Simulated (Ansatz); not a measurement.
**SnIF₃: basis-set convergence**

Aim: see how fast density functionals converge with the basis set for SnIF₃.

Computed with Ansatz 0.2.0, Gaussian basis. Level: one geometry, several basis sets.

Levels to be run: PBE0-D4/def2-SVP; ωB97M-V/def2-SVP; PBE0-D4/def2-QZVPP; ωB97M-V/def2-QZVPP; the functionals' def2-TZVPP values are taken from earlier runs.

**1. The relaxed structure**

The geometry comes from an earlier relaxation with PBE0-D4 in a triple-zeta def2 set; it is a stationary point. Sn, I take the def2 core potential; no spin-orbit term is included.

SMILES `[F][Sn]([F])([F])[I]`, 5 atoms, charge 0, spin multiplicity 1.

Atoms are counted from 1 here; the program's logs count them from 0.

Bond lengths: F1–Sn2 1.888 Å, Sn2–F3 1.888 Å, Sn2–F4 1.888 Å, Sn2–I5 2.606 Å. Angles: F1–Sn2–F3 105.6°, F1–Sn2–F4 105.6°, F1–Sn2–I5 113.1°, F3–Sn2–F4 105.6°, F3–Sn2–I5 113.1°, F4–Sn2–I5 113.1°.

**2. PBE0-D4 in def2-SVP**

in.yaml

```yaml
crystal:
  periodic: [false, false, false]
  atoms:
    - {symbol: F, position_ang: [-0.839576, -0.546953, 1.628229]}
    - {symbol: Sn, position_ang: [0.015804, -0.088915, 0.008563]}
    - {symbol: F, position_ang: [1.802238, -0.670526, 0.196058]}
    - {symbol: F, position_ang: [-0.747943, -1.211174, -1.303686]}
    - {symbol: I, position_ang: [-0.180622, 2.443969, -0.570564]}
basis:
  gaussian: {orbitals: def2-SVP}
hamiltonian: {xc: pbe0, dispersion: d4}
output: {orbitals: {seedname: orbitals}}
```

Further steps of the session: ωB97M-V in def2-SVP; PBE0-D4 in def2-QZVPP; ωB97M-V in def2-QZVPP.

**Question.** What will the summary of the whole plan be? Wanted: PBE0-D4: double and triple zeta above quadruple; ωB97M-V: double and triple zeta above quadruple.

**Answer**, as computed:

```
                                       quantity           value
PBE0-D4: double and triple zeta above quadruple  11.91, 0.61 eV
ωB97M-V: double and triple zeta above quadruple  12.11, 0.58 eV
```

PBE0-D4 gains 11.30 eV from double to triple zeta, then 0.61 eV more. Total energies overstate the basis error of differences, where much of it tends to cancel.
